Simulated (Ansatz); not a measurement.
**CH5AsSi (SMILES C1[SiH2][AsH]1) at 3 levels**

We compute a comparison of 3 runs (HF/STO-3G, B3LYP/6-31G*, r2SCAN/cc-pVTZ) of CH5AsSi. 

The calculation is run with Ansatz 0.2.0.

5 further runs of the same task are left out: 2 for a known fault of the program, 3 set aside as unsound or not needed.

## Step 1: The structure to begin with

CH5AsSi: 8 atoms, total charge 0, spin state singlet. SMILES: `C1[SiH2][AsH]1`. The coordinates come from a PBE0-D4/def2-TZVP relaxation.

Bond lengths: C1–Si2 1.843 Å, C1–As3 2.046 Å, Si2–As3 2.317 Å, C1–H4 1.084 Å, C1–H5 1.086 Å, Si2–H6 1.480 Å, Si2–H7 1.479 Å, As3–H8 1.526 Å. Some angles: C1–Si2–As3 57.6°, Si2–C1–As3 72.9°, C1–As3–Si2 49.5°, C1–Si2–H6 117.5°, C1–Si2–H7 118.2°, As3–Si2–H6 118.8°, As3–Si2–H7 119.8°, Si2–C1–H4 121.0°, Si2–C1–H5 118.1°, As3–C1–H4 114.8°.

## Step 2: Energy and forces at HF/STO-3G (run 1)

The input, job.yaml:

```yaml
crystal:
  periodic: [false, false, false]
  atoms:
    - {symbol: C, position_ang: [-0.770300, 0.017900, -0.576000]}
    - {symbol: Si, position_ang: [0.707800, 0.663100, 0.315700]}
    - {symbol: As, position_ang: [-0.538100, -1.122700, 1.107200]}
    - {symbol: H, position_ang: [-0.667200, -0.524000, -1.509300]}
    - {symbol: H, position_ang: [-1.690700, 0.591800, -0.522300]}
    - {symbol: H, position_ang: [0.581300, 1.973900, 0.990500]}
    - {symbol: H, position_ang: [2.040800, 0.422300, -0.277100]}
    - {symbol: H, position_ang: [0.428400, -2.079400, 0.415600]}
basis:
  gaussian: {orbitals: STO-3G}
hamiltonian: {xc: hf}
accuracy: high
output: {forces: true, orbitals: {seedname: orbitals}}
```

Launch:

```
$ ansatz run job.yaml --threads 1 --pin off --max-ram 2610MiB --events-out events.jsonl --progress --plain --runs-dir runs
```

What it wrote:

```text
Warning: RAYON_NUM_THREADS=1 ignored (pool sized by the plan → 1); use --threads N
Functional definition: HF
  name "HF"
  exchange = exact_x
  correlation = 0
647 factors; integrals over basis functions are off by at most 5.0e-9 eV
mean field evaluation 1: about -68984.6478 eV, gradient 1.3e1 eV
mean field evaluation 2: about -68984.7122 eV, gradient 1.3e1 eV
mean field evaluation 4: about -68985.5582 eV, gradient 9.7e-1 eV
mean field evaluation 8: about -68985.5637 eV, gradient 1.3e-2 eV
mean field -68985.56370015 eV, -2535.1727058860 hartree, gradient 4.7e-8 eV, S^2 0.000000; 0 other end points of the search recorded, 0 dependent functions left out
the calculation of the forces begins
reference -68985.56370015 eV, -2535.1727058860 hartree; 29, 29 occupied and 8, 8 virtual orbitals, 647 factors
Total energy: -68985.56370015 eV, -2535.1727058860 hartree
Atom 0 at    -0.770300     0.017900    -0.576000 Å, force     0.031638    -0.843368     1.322204 eV/Å
Atom 1 at     0.707800     0.663100     0.315700 Å, force     0.185148     0.122612     0.681385 eV/Å
Atom 2 at    -0.538100    -1.122700     1.107200 Å, force     1.975028     0.804864    -2.404564 eV/Å
Atom 3 at    -0.667200    -0.524000    -1.509300 Å, force    -0.062433     0.259707     0.147147 eV/Å
Atom 4 at    -1.690700     0.591800    -0.522300 Å, force     0.336667    -0.073899    -0.277627 eV/Å
Atom 5 at     0.581300     1.973900     0.990500 Å, force     0.153132    -1.344776    -0.817607 eV/Å
Atom 6 at     2.040800     0.422300    -0.277100 Å, force    -1.411520     0.261456     0.592109 eV/Å
Atom 7 at     0.428400    -2.079400     0.415600 Å, force    -1.207661     0.813405     0.756953 eV/Å
Dipole moment:     0.268370     0.189545    -0.140172 e Å
```

Run time: 2.8 s. Hardware: 1 thread of Intel Xeon Platinum 8259CL at 2.50GHz (Skylake/Cascade Lake), shared host; peak memory 0.28 GiB.

## Step 3: Energy and gradient at B3LYP/6-31G(d) (Cartesian functions) (run 2)

The input, in.yaml:

```yaml
crystal:
  periodic: [false, false, false]
  atoms:
    - {symbol: C, position_ang: [-0.770300, 0.017900, -0.576000]}
    - {symbol: Si, position_ang: [0.707800, 0.663100, 0.315700]}
    - {symbol: As, position_ang: [-0.538100, -1.122700, 1.107200]}
    - {symbol: H, position_ang: [-0.667200, -0.524000, -1.509300]}
    - {symbol: H, position_ang: [-1.690700, 0.591800, -0.522300]}
    - {symbol: H, position_ang: [0.581300, 1.973900, 0.990500]}
    - {symbol: H, position_ang: [2.040800, 0.422300, -0.277100]}
    - {symbol: H, position_ang: [0.428400, -2.079400, 0.415600]}
basis:
  gaussian:
    orbitals: "6-31G*"
hamiltonian:
  xc: {name: B3LYP}
accuracy: high
output: {forces: true, orbitals: {seedname: orbitals}}
```

Launch:

```
$ ansatz run in.yaml --threads 1 --pin off --max-ram 2610MiB --events-out events.jsonl --progress --plain --runs-dir runs
```

What it wrote (excerpt; [...] marks lines left out):

```text
Warning: RAYON_NUM_THREADS=1 ignored (pool sized by the plan → 1); use --threads N
Functional definition: B3LYP
  name "B3LYP"
[...]
1678 factors; integrals over basis functions are off by at most 4.7e-9 eV
[...]
mean field -69830.22319782 eV, -2566.2133698944 hartree, gradient 3.8e-8 eV, S^2 0.000000; 0 other end points of the search recorded, 0 dependent functions left out
[...]
reference -69830.22323489 eV, -2566.2133712567 hartree; 29, 29 occupied and 50, 50 virtual orbitals, 1678 factors
Total energy: -69830.22323489 eV, -2566.2133712567 hartree
Atom 0 at    -0.770300     0.017900    -0.576000 Å, force    -0.180661     0.083323    -0.311153 eV/Å
Atom 1 at     0.707800     0.663100     0.315700 Å, force     0.372932     0.375255     0.059156 eV/Å
Atom 2 at    -0.538100    -1.122700     1.107200 Å, force    -0.247124    -0.348859     0.499509 eV/Å
Atom 3 at    -0.667200    -0.524000    -1.509300 Å, force    -0.019069    -0.039970    -0.111748 eV/Å
Atom 4 at    -1.690700     0.591800    -0.522300 Å, force    -0.088543     0.050788    -0.031197 eV/Å
Atom 5 at     0.581300     1.973900     0.990500 Å, force     0.015990     0.041555    -0.003152 eV/Å
Atom 6 at     2.040800     0.422300    -0.277100 Å, force     0.038991     0.011762    -0.013570 eV/Å
Atom 7 at     0.428400    -2.079400     0.415600 Å, force     0.107484    -0.173854    -0.087845 eV/Å
Dipole moment:     0.060361     0.108727    -0.203547 e Å
```

Wall time 13 s (1 thread of Intel Xeon Platinum 8259CL at 2.50GHz (Skylake/Cascade Lake), shared host); peak memory 0.28 GiB.

## Step 4: Energy and forces at r2SCAN/cc-pVTZ (run 3)

The input, run.yaml:

```yaml
crystal:
  periodic: [false, false, false]
  atoms:
    - {symbol: C, position_ang: [-0.770300, 0.017900, -0.576000]}
    - {symbol: Si, position_ang: [0.707800, 0.663100, 0.315700]}
    - {symbol: As, position_ang: [-0.538100, -1.122700, 1.107200]}
    - {symbol: H, position_ang: [-0.667200, -0.524000, -1.509300]}
    - {symbol: H, position_ang: [-1.690700, 0.591800, -0.522300]}
    - {symbol: H, position_ang: [0.581300, 1.973900, 0.990500]}
    - {symbol: H, position_ang: [2.040800, 0.422300, -0.277100]}
    - {symbol: H, position_ang: [0.428400, -2.079400, 0.415600]}
basis:
  gaussian: {orbitals: cc-pVTZ}
hamiltonian: {xc: r2scan}
accuracy: high
output: {forces: true, orbitals: {seedname: orbitals}}
```

Launch:

```
$ ansatz run run.yaml --threads 1 --pin off --max-ram 2610MiB --events-out events.jsonl --progress --plain --runs-dir runs
```

What it wrote (excerpt; [...] marks lines left out):

```text
Warning: RAYON_NUM_THREADS=1 ignored (pool sized by the plan → 1); use --threads N
Functional definition: r2SCAN
  name "r2SCAN"
[...]
3039 factors; integrals over basis functions are off by at most 4.7e-9 eV
[...]
mean field -69837.06754864 eV, -2566.4648951481 hartree, gradient 1.0e-7 eV, S^2 0.000000; 0 other end points of the search recorded, 0 dependent functions left out
[...]
reference -69837.06754945 eV, -2566.4648951779 hartree; 29, 29 occupied and 148, 148 virtual orbitals, 3039 factors
Total energy: -69837.06754945 eV, -2566.4648951779 hartree
Atom 0 at    -0.770300     0.017900    -0.576000 Å, force    -0.113512     0.042753    -0.175635 eV/Å
Atom 1 at     0.707800     0.663100     0.315700 Å, force     0.131477     0.105572     0.018728 eV/Å
Atom 2 at    -0.538100    -1.122700     1.107200 Å, force    -0.036702    -0.159949     0.118960 eV/Å
Atom 3 at    -0.667200    -0.524000    -1.509300 Å, force    -0.009726     0.007102     0.028917 eV/Å
Atom 4 at    -1.690700     0.591800    -0.522300 Å, force     0.022540    -0.027891    -0.000947 eV/Å
Atom 5 at     0.581300     1.973900     0.990500 Å, force    -0.007610     0.028075     0.018110 eV/Å
Atom 6 at     2.040800     0.422300    -0.277100 Å, force     0.029954    -0.007375    -0.016985 eV/Å
Atom 7 at     0.428400    -2.079400     0.415600 Å, force    -0.016420     0.011712     0.008851 eV/Å
Dipole moment:     0.042037     0.101498    -0.179619 e Å
```

Wall time 54 s (1 thread of Intel Xeon Platinum 8259CL at 2.50GHz (Skylake/Cascade Lake), shared host); peak memory 0.78 GiB.

## Step 5: Overview of the runs

| run | level | Cartesian functions | energy (Eh) | dipole moment (D) | HOMO energy (eV) | LUMO energy (eV) | wall time |
| --- | --- | --- | --- | --- | --- | --- | --- |
| 1 | HF/STO-3G | no | -2535.172706 | 1.72 | -6.40 | 8.08 | 2.8 s |
| 2 | B3LYP/6-31G* (Cartesian functions) | yes | -2566.213371 | 1.15 | -6.57 | -0.36 | 13 s |
| 3 | r2SCAN/cc-pVTZ | no | -2566.464895 | 1.01 | -6.14 | -0.90 | 54 s |

## Step 6: Results

```
                       quantity           value
            run 3: total energy  -2566.46490 Eh
           run 3: dipole moment          1.01 D
             run 3: HOMO energy        -6.14 eV
             run 3: LUMO energy        -0.90 eV
           run 3: HOMO–LUMO gap         5.24 eV
run 3: largest force on an atom      0.213 eV/Å
```

The dipole moment (its size) runs from 1.01 D (r2SCAN/cc-pVTZ) to 1.72 D (HF/STO-3G). The two ends differ in method and basis. The HOMO–LUMO gap runs from 5.24 eV (r2SCAN/cc-pVTZ) to 14.48 eV (HF/STO-3G). Totals of different functionals can't be ranked against each other. In run 1 the basis is minimal, so the values are rough. All runs together took 70 s, the longest 54 s.
